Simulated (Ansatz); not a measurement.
# CH4OSe (SMILES CO[SeH]): single points off equilibrium

One table from this session's results is given with a row withheld; the runs are named, their logs left out.

Computed with Ansatz 0.2.0, Gaussian basis. Level: single points in def2-TZVPP.

Correlated methods freeze the cores. Filled d shells of the heavier atoms are correlated.

## Where the work starts

SMILES `CO[SeH]`, 7 atoms, charge 0, spin multiplicity 1.

Atoms are counted from 1 here; the program's logs count them from 0.

Bond lengths: C1–O2 1.386 Å, C1–H4 1.005 Å, C1–H5 1.116 Å, C1–H6 1.075 Å, O2–Se3 1.777 Å, Se3–H7 1.429 Å. Angles: O2–C1–H4 112.2°, O2–C1–H5 109.3°, O2–C1–H6 106.7°, H4–C1–H5 111.9°, H4–C1–H6 105.3°, H5–C1–H6 111.2°, C1–O2–Se3 115.7°, O2–Se3–H7 100.5°.

Coordinates:

```tsv
atom	x (Å)	y (Å)	z (Å)
C1	-0.5007	0.6723	-0.0474
O2	-0.5232	-0.6800	0.2549
Se3	0.8304	-1.6348	-0.3879
H4	-0.5073	0.8406	-1.0377
H5	0.3783	1.1475	0.4500
H6	-1.4238	1.0854	0.3160
H7	1.8119	-1.4089	0.6252
```

The first run:

run/in.yaml reads:

```yaml
crystal:
  periodic: [false, false, false]
  atoms:
    - {symbol: C, position_ang: [-0.500700, 0.672300, -0.047400]}
    - {symbol: O, position_ang: [-0.523200, -0.680000, 0.254900]}
    - {symbol: Se, position_ang: [0.830400, -1.634800, -0.387900]}
    - {symbol: H, position_ang: [-0.507300, 0.840600, -1.037700]}
    - {symbol: H, position_ang: [0.378300, 1.147500, 0.450000]}
    - {symbol: H, position_ang: [-1.423800, 1.085400, 0.316000]}
    - {symbol: H, position_ang: [1.811900, -1.408900, 0.625200]}
basis:
  gaussian: {orbitals: def2-TZVPP}
correlation: {method: ccsd_t}
output: {forces: true}
```

No record of the launch command was kept for these runs.

Steps of the session up to this table: CCSD(T)/def2-TZVPP; PBE0-D4/def2-TZVPP; wB97M-V/def2-TZVPP; r2SCAN-D4/def2-TZVPP; PBE-D4/def2-TZVPP; wB97X-V/def2-TZVPP; CAM-B3LYP-D4/def2-TZVPP.

One of the session's tables, all rows but one given; the rest of the session is left out.

| method | RMS force component (eV/Å) | angle to CCSD(T) forces (°) | dipole (D) |
| --- | --- | --- | --- |
| CCSD(T) | 1.263 | reference | 1.42 |
| PBE0-D4 | 1.268 | 6.8 | 1.41 |
| wB97M-V | ? | ? | ? |
| r2SCAN-D4 | 1.274 | 3.8 | 1.41 |
| PBE-D4 | 1.369 | 9.4 | 1.34 |
| wB97X-V | 1.285 | 4.5 | 1.44 |
| CAM-B3LYP-D4 | 1.240 | 5.5 | 1.45 |

Estimate the missing values for wB97M-V.

As computed: RMS force component (eV/Å): 1.245; angle to CCSD(T) forces (°): 3.2; dipole (D): 1.40. In the column «RMS force component (eV/Å)» it lies between CAM-B3LYP-D4 (1.240) and CCSD(T) (1.263).
